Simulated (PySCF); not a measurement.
# C4H8O2Si: the cost of one run

The runs use PySCF 2.14.0, with density-fitted response routines of our own; the level of theory stands in each step. All values are computed, except where a source is named. Atoms count from 0, in the outputs and in this text.

## (1) The molecule as given

15 atoms, charge 0, multiplicity 1; geometry from: GFN2-xTB. The atoms were then displaced at random by about 0.01 Å, so the start is not that level's minimum.

Bonds of the start (Å): O0–C1 1.16, C1–O2 1.34, O2–C3 1.42, C3–C4 1.58, C4–C5 1.52, C5–Si6 1.90, C4–C1 1.51, C3–H7 1.08, C3–H8 1.12, C4–H9 1.08, C5–H10 1.11, C5–H11 1.10, Si6–H12 1.47, Si6–H13 1.49, Si6–H14 1.45.

## (2) Relaxing the molecule at PBE0-D3(BJ)/def2-SVP

What the job is given:

```
{"job": {"xc": "PBE0", "basis": "def2-SVP", "d3": "d3bj", "grid": 1, "shake": 0.01, "kind": "geom"}, "charge": 0, "multiplicity": 1}
O      0.910890     1.496750    -1.510950
C      1.211920     0.733020    -0.686460
O      2.365800     0.644460    -0.009250
C      1.954760    -0.473730     0.767990
C      0.573310    -0.451470     0.008290
C     -0.684660    -0.129160     0.805700
Si    -2.152870     0.271120    -0.330000
H      2.570890    -1.343750     0.609290
H      1.872490    -0.220230     1.851520
H      0.419150    -1.301260    -0.632270
H     -0.925010    -0.994540     1.450570
H     -0.480200     0.709090     1.481330
H     -2.393090    -0.871600    -1.218880
H     -3.341450     0.436770     0.553940
H     -1.917300     1.477140    -1.090500
```

Started as:

```bash
> OMP_NUM_THREADS=1 python probes_run.py task.json out
```

One launch serves the whole session: the jobs run in the order shown.

Q: Estimate the wall time and peak memory of this first job on 1 thread of Intel Xeon Platinum 8259CL at 2.50GHz, shared host.

About 96 s, with a peak of 0.62 GiB.
